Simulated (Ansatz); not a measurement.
# EuCo2As2: the cost of one run

Computed with Ansatz 0.2.0, driven from Python. Level of theory: DFT PBEsol, plane waves, PAW.

### 1 The structure

It takes space group I4/mmm (No. 139, tetragonal). The conventional cell has a = 4.024 Å, b = 4.024 Å, c = 10.417 Å, α = 90.00°, β = 90.00°, γ = 90.00°. Around Eu (site symmetry 4/mmm) lie 8 As at 3.20 Å and 8 Co at 3.29 Å. Co (site symmetry -4m2) has 4 As at 2.32 Å in its first shell of neighbours. As (site symmetry 4mm) has 4 Co at 2.32 Å and 1 As at 2.92 Å and 4 Eu at 3.20 Å in its first shell of neighbours.

No structure file is read: the coordinates are typed or built in the script.

### 2 The script

The input, euco2as2.py:

```python
"""Projected density of states of EuCo2As2."""

import warnings

import ansatz as az
import numpy as np

warnings.simplefilter("ignore", az.DeckWarning)

lattice = az.Lattice.of(
    (-2.01194419, 2.01194419, 5.20845008),
    (2.01194419, -2.01194419, 5.20845008),
    (2.01194419, 2.01194419, -5.20845008),
)
sites = [
    ("Eu", (0.0, 0.0, 0.0)),
    ("Co", (0.75, 0.25, 0.5)),
    ("Co", (0.25, 0.75, 0.5)),
    ("As", (0.36007149, 0.36007149, 0.0)),
    ("As", (0.63992851, 0.63992851, 0.0)),
]
system = az.Crystal(lattice=lattice)
for symbol, position in sites:
    system = system.atom(symbol, position)
system = system.moments(Eu=7, Co=2.5)

job = (
    system.calculation()
    .basis(19 * az.Ha)
    .scf(tolerance=1e-09)
    .occupations("fermi_dirac", width=0.05)
    .kpoints(10)
    .spin("collinear")
    .functional("PBEsol")
    .scf(extra_bands=16)
    .density_of_states(projected=True, energy_step=0.1)
)
result = job.run(threads=1)
r = result.report

dos = result.density_of_states()
energy = np.asarray(dos.energies_ev) - dos.fermi_ev
curves = {}
for site in result.projected_density_of_states().sites:
    for shell in site.shells:
        weight = sum(np.sum(curve.g_bin_mean_per_ev, axis=0) for curve in shell.curves)
        name = f"{site.species} {shell.label}"
        curves[name] = curves.get(name, 0) + weight

step = energy[1] - energy[0]
windows = [(-10, -5), (-5, 0), (0, 6)]
print("states by shell in windows of E - E_F (eV):", windows)
for name, g in curves.items():
    print(f"{name:8s}", " ".join(f"{step * g[(energy >= a) & (energy < b)].sum():8.3f}" for a, b in windows))
filled = (energy < 0) & (energy > -10)
for name, g in curves.items():
    if g[filled].sum() * step > 0.5:
        print(f"centre of {name}: {np.average(energy[filled], weights=g[filled]):.2f} eV")
```

### 3 The input behind the calls

The engine receives this input:

```yaml
crystal:
  lattice:
    - [-2.01194419, 2.01194419, 5.20845008]
    - [2.01194419, -2.01194419, 5.20845008]
    - [2.01194419, 2.01194419, -5.20845008]
  atoms:
    - { symbol: Eu, position: [0.0, 0.0, 0.0] }
    - { symbol: Co, position: [0.75, 0.25, 0.5] }
    - { symbol: Co, position: [0.25, 0.75, 0.5] }
    - { symbol: As, position: [0.36007149, 0.36007149, 0.0] }
    - { symbol: As, position: [0.63992851, 0.63992851, 0.0] }
basis:
  ecutwfc: 517.016338673772
kpoints:
  mp_grid:
    grid: [10, 10, 10]
hamiltonian:
  xc: pbesol
magnetization:
  spin_polarized: true
  per_species:
    Co: 2.5
    Eu: 7.0
scf:
  n_extra_bands: 16
  convergence:
    dr2_threshold: 1.0e-09
  occupations:
    method: fermi_dirac
    width: 0.05
output:
  dos:
    de: 0.1
    projected: true
```

### 4 The run

Started as:

```sh
> python euco2as2.py
```

**Question.** How long does this script take on 1 thread of Intel Xeon Platinum 8259CL at 2.50GHz (Skylake/Cascade Lake), shared host, and how much memory does it need?

About 3.2 min, with a peak of 1.5 GiB.
